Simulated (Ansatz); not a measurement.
# C₃H₈OSi: one species, many methods

The task here is to estimate one member of a computed series from the others.

Program: Ansatz 0.2.0, Gaussian basis. Level of theory: functionals in def2-TZVPP, the program's frozen cores in correlated methods. These are calculated values, not measurements.

Levels to be run: LDA (SPW92), PBE-D4, revPBE-D4, BLYP-D4, r2SCAN-D4, B97M-V, PBE0-D4, B3LYP-D4, r2SCANh-D4, r2SCAN0-D4, HSE06-D4, BHLYP-D4, CAM-B3LYP-D4, LC-ωPBE, ωB97X-V, ωB97M-V, B2PLYP, PBE-QIDH; CCSD(T)/def2-SVP; CCSD(T)/def2-TZVPP; MP2/def2-QZVPP; extrapolation to the limit; RPA on PBE.

**The geometry**

An earlier PBE0-D4 in a triple-zeta def2 set relaxation fixed the geometry.

SMILES `C=C[SiH](C)O`, 13 atoms, charge 0, spin multiplicity 1.

Atoms are counted from 1 here; the program's logs count them from 0.

Bond lengths: C1–C2 1.331 Å, C1–H6 1.087 Å, C1–H7 1.087 Å, C2–Si3 1.862 Å, C2–H8 1.090 Å, Si3–C4 1.866 Å, Si3–O5 1.653 Å, Si3–H9 1.486 Å, C4–H10 1.094 Å, C4–H11 1.092 Å, C4–H12 1.093 Å, O5–H13 0.958 Å. Angles: C2–C1–H6 122.5°, C2–C1–H7 121.4°, H6–C1–H7 116.1°, C1–C2–Si3 123.2°, C1–C2–H8 117.9°, Si3–C2–H8 119.0°, C2–Si3–C4 109.5°, C2–Si3–O5 110.3°, C2–Si3–H9 110.4°, C4–Si3–O5 112.2°, C4–Si3–H9 109.8°, O5–Si3–H9 104.6°, Si3–C4–H10 110.4°, Si3–C4–H11 110.9°, Si3–C4–H12 111.4°, H10–C4–H11 108.0°, H10–C4–H12 107.6°, H11–C4–H12 108.4° and more.

The first run:

File in.yaml:

```yaml
crystal:
  periodic: [false, false, false]
  atoms:
    - {symbol: C, position_ang: [-0.458394, 1.361859, 1.741255]}
    - {symbol: C, position_ang: [-0.347022, 0.126236, 1.260367]}
    - {symbol: Si, position_ang: [0.699754, -0.300228, -0.219215]}
    - {symbol: C, position_ang: [-0.292452, -1.343335, -1.405877]}
    - {symbol: O, position_ang: [1.275146, 1.076249, -0.929922]}
    - {symbol: H, position_ang: [-1.079859, 1.600736, 2.600007]}
    - {symbol: H, position_ang: [0.081930, 2.193012, 1.295920]}
    - {symbol: H, position_ang: [-0.905983, -0.666838, 1.757884]}
    - {symbol: H, position_ang: [1.916241, -1.040613, 0.204501]}
    - {symbol: H, position_ang: [-0.620039, -2.267084, -0.920048]}
    - {symbol: H, position_ang: [0.304272, -1.615640, -2.279523]}
    - {symbol: H, position_ang: [-1.186388, -0.815808, -1.749735]}
    - {symbol: H, position_ang: [0.633194, 1.656654, -1.340814]}
basis:
  gaussian: {orbitals: def2-TZVPP}
hamiltonian: {xc: lda}
output: {orbitals: {seedname: orbitals}}
```

Steps of the session up to this table: LDA; PBE-D4 (GGA); revPBE-D4 (GGA); BLYP-D4 (GGA); r2SCAN-D4 (meta-GGA); B97M-V (meta-GGA); PBE0-D4 (hybrid); B3LYP-D4 (hybrid); r2SCANh-D4 (hybrid); r2SCAN0-D4 (hybrid); HSE06-D4 (hybrid); BHLYP-D4 (hybrid); CAM-B3LYP-D4 (range-separated); LC-ωPBE-D4 (range-separated; the results give it without D4); ωB97X-V (range-separated); ωB97M-V (range-separated); B2PLYP (double hybrid); PBE-QIDH (double hybrid).

One table of the session follows, with a row left open; its other results are not shown here.

It belongs to the step «Frontier levels by functional». 

```
  functional  HOMO (eV)  gap (eV)
 LDA (SPW92)      -6.83      5.21
      PBE-D4      -6.67      5.29
   revPBE-D4      -6.61      5.32
     BLYP-D4      -6.52      5.28
   r2SCAN-D4      -6.91      5.74
      B97M-V      -6.92      5.77
     PBE0-D4      -7.83      7.44
    B3LYP-D4      -7.60      6.99
  r2SCANh-D4      -7.34      6.53
  r2SCAN0-D4      -7.98      7.71
    HSE06-D4      -7.43      6.65
    BHLYP-D4      -8.81      9.49
CAM-B3LYP-D4          ?         ?
     LC-ωPBE     -10.57     12.49
     ωB97X-V     -10.18     12.00
     ωB97M-V     -10.07     11.73
```

Estimate the missing values for CAM-B3LYP-D4.

As computed: HOMO (eV): -9.17; gap (eV): 9.91. In the column «HOMO (eV)» it lies between ωB97M-V (-10.07) and BHLYP-D4 (-8.81).
